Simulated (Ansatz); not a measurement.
# Phosphorus, diamond: r²SCAN0 after r²SCAN

How do the levels change when part of the exchange is made exact, and what does it cost? Spin polarisation is left out. The geometry was relaxed under r²SCAN beforehand and is kept. Exact exchange is dear, so the k-mesh is coarse, and r²SCAN is run on the same mesh for comparison.

Program: Ansatz 0.2.0. Level of theory: DFT, plane waves (500 eV) with PBE-made PAW files, scalar-relativistic; functionals as named at each step. These are calculated values, not measurements.

## 1. The system as given

It takes space group Fd-3m (No. 227, cubic). The conventional cell has a = 5.423 Å, b = 5.423 Å, c = 5.423 Å, α = 90.00°, β = 90.00°, γ = 90.00°. Around P (site symmetry -43m) lie 4 P at 2.35 Å.

Structure file:

```
P
1.0
     0.00000    2.71152    2.71152
     2.71152    0.00000    2.71152
     2.71152    2.71152    0.00000
P
2
Direct
  0.12500 0.12500 0.12500
  0.87500 0.87500 0.87500
```

## 2. r²SCAN, coarse mesh

The run with r²SCAN.

Input file input.yaml:

```yaml
crystal:
  lattice:
    - [0.0, 2.7115220129, 2.7115220129]
    - [2.7115220129, 0.0, 2.7115220129]
    - [2.7115220129, 2.7115220129, 0.0]
  atoms:
    - { symbol: P, position: [0.125, 0.125, 0.125] }
    - { symbol: P, position: [0.875, 0.875, 0.875] }
hamiltonian:
  xc: r2scan
  pseudopotentials:
    kind: paw
    azcp:
      P: "pseudopotentials/P.paw.azcp"
basis:
  ecutwfc: 500
  fft_grid_basis: typed
kpoints:
  mp_grid: { grid: [5, 5, 5], shift: [0, 0, 0] }
magnetization:
  spin_polarized: false
scf:
  occupations: { method: fermi_dirac, width: 0.1 }
```

Command:

```
> ansatz run input.yaml --threads 4 --pin off --max-ram 8192MiB --backend cpu --events-out ev --progress --plain --runs-dir out
```

## 3. r²SCAN0 on the coarse mesh

The run with r²SCAN0.

input.yaml, as its differences from that of step 2:

```diff
@@ -9,3 +9,3 @@
 hamiltonian:
-  xc: r2scan
+  xc: r2scan0
   pseudopotentials:
@@ -23 +23,6 @@
   occupations: { method: fermi_dirac, width: 0.1 }
+output:
+  write_density: true
+  write_potential: true
+  elf: true
+  volumetric_format: npy
```

(Steps that only read results are left out.)

What does the calculation give? Wanted: r²SCAN: gap; r²SCAN0: gap; r²SCAN0: relative to black phosphorus.

**Answer**, as computed:

| quantity | value |
| --- | --- |
| r²SCAN: gap | none (levels filled in part) |
| r²SCAN0: gap | none (levels filled in part) |
| r²SCAN0: SCF cycles, exchange loops | 17, 2 |
| r²SCAN0: CPU time over that of r²SCAN | 11 |
| r²SCAN0: relative to black phosphorus | +863 meV/atom |

In words: Neither r²SCAN nor r²SCAN0 shows a clean gap on this mesh. The hybrid took 11 times as much CPU time as r²SCAN on the same settings. The exchange operator of r²SCAN0 was renewed in 2 outer loops. To compare with dense-mesh energies, the change of r²SCAN from this mesh and smearing to its dense run (+37.9 meV/atom, from a run not shown) is added. Under r²SCAN0 it lies 863 meV/atom above black phosphorus (computed apart in the same way); on such meshes a few tens of meV are uncertain for metals. Absolute energies differ from functional to functional, by eV per atom at times, and say nothing by themselves.
